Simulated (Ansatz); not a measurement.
# CH₅NO₂W: one species, many methods

One table from this session's results is given with a row withheld; the runs are named, their logs left out.

Computed with Ansatz 0.2.0, Gaussian basis. Level: functionals in def2-TZVPP, the program's frozen cores in correlated methods.

The runs, in order: LDA (SPW92), PBE-D4, revPBE-D4, BLYP-D4, r2SCAN-D4, B97M-V, PBE0-D4, B3LYP-D4, r2SCANh-D4, r2SCAN0-D4, HSE06-D4, BHLYP-D4, CAM-B3LYP-D4, LC-ωPBE, ωB97X-V, ωB97M-V, B2PLYP, PBE-QIDH; CCSD(T)/def2-SVP; CCSD(T)/def2-TZVPP; MP2/def2-QZVPP; extrapolation to the limit; RPA on PBE.

### The geometry

The geometry comes from an earlier relaxation with PBE0-D4 in a triple-zeta def2 set; it is a stationary point, not always the lowest conformer. W takes the def2 core potential; no spin-orbit term is included.

10 atoms, charge 0, spin multiplicity 1.

Atoms are counted from 1 here; the program's logs count them from 0.

Bond lengths: C1–W2 2.117 Å, C1–H6 1.093 Å, C1–H7 1.093 Å, C1–H8 1.093 Å, W2–N3 1.938 Å, W2–O4 1.708 Å, W2–O5 1.708 Å, N3–H9 1.010 Å, N3–H10 1.010 Å. Angles: W2–C1–H6 109.8°, W2–C1–H7 110.4°, W2–C1–H8 110.4°, H6–C1–H7 108.6°, H6–C1–H8 108.5°, H7–C1–H8 109.2°, C1–W2–N3 108.1°, C1–W2–O4 105.6°, C1–W2–O5 105.6°, N3–W2–O4 112.2°, N3–W2–O5 112.1°, O4–W2–O5 112.7°, W2–N3–H9 123.5°, W2–N3–H10 123.5°, H9–N3–H10 110.8°.

The first run:

File in.yaml:

```yaml
crystal:
  periodic: [false, false, false]
  atoms:
    - {symbol: C, position_ang: [-1.528088, -0.299338, 0.173213]}
    - {symbol: W, position_ang: [0.304991, 0.452328, -0.572753]}
    - {symbol: N, position_ang: [1.732733, -0.210894, 0.557535]}
    - {symbol: O, position_ang: [0.424906, -0.133687, -2.172627]}
    - {symbol: O, position_ang: [0.166223, 2.153297, -0.503357]}
    - {symbol: H, position_ang: [-2.354411, 0.061837, -0.444349]}
    - {symbol: H, position_ang: [-1.528527, -1.392227, 0.150230]}
    - {symbol: H, position_ang: [-1.687883, 0.038960, 1.200337]}
    - {symbol: H, position_ang: [2.159378, 0.333823, 1.293574]}
    - {symbol: H, position_ang: [2.310679, -1.004109, 0.318207]}
basis:
  gaussian: {orbitals: def2-TZVPP}
hamiltonian: {xc: lda}
output: {orbitals: {seedname: orbitals}}
```

Command:

```bash
> ansatz run in.yaml --threads 4 --pin off --events-out ev --progress --plain --max-ram 10444MiB
```

Steps of the session up to this table: LDA; PBE-D4 (GGA); revPBE-D4 (GGA); BLYP-D4 (GGA); r2SCAN-D4 (meta-GGA); B97M-V (meta-GGA); B3LYP-D4 (hybrid); r2SCANh-D4 (hybrid); r2SCAN0-D4 (hybrid); HSE06-D4 (hybrid); BHLYP-D4 (hybrid); CAM-B3LYP-D4 (range-separated); LC-ωPBE (range-separated); ωB97X-V (range-separated); ωB97M-V (range-separated); B2PLYP (double hybrid); PBE-QIDH (double hybrid).

One table of the session follows, with a row left open; its other results are not shown here.

It belongs to the step «Orbital energies across the functionals». 

| functional | HOMO (eV) | LUMO (eV) | gap (eV) |
| --- | --- | --- | --- |
| LDA (SPW92) | -7.25 | -2.58 | 4.67 |
| PBE-D4 | -7.04 | -2.34 | 4.70 |
| revPBE-D4 | -6.96 | -2.25 | 4.71 |
| BLYP-D4 | -6.94 | -2.25 | 4.69 |
| r2SCAN-D4 | -7.38 | -2.23 | 5.15 |
| B97M-V | ? | ? | ? |
| PBE0-D4 | -8.64 | -1.54 | 7.10 |
| B3LYP-D4 | -8.39 | -1.78 | 6.60 |
| r2SCANh-D4 | -7.98 | -1.93 | 6.05 |
| r2SCAN0-D4 | -8.89 | -1.47 | 7.42 |
| HSE06-D4 | -8.23 | -1.92 | 6.31 |
| BHLYP-D4 | -10.05 | -0.61 | 9.44 |
| CAM-B3LYP-D4 | -10.10 | -0.47 | 9.63 |
| LC-ωPBE | -11.41 | 0.72 | 12.13 |
| ωB97X-V | -11.09 | 0.64 | 11.72 |
| ωB97M-V | -11.04 | 0.57 | 11.61 |

Q: Estimate the row for B97M-V from the others.

**Answer.** HOMO (eV): -7.47; LUMO (eV): -2.16; gap (eV): 5.32. In the column «HOMO (eV)» it lies between r2SCANh-D4 (-7.98) and r2SCAN-D4 (-7.38).
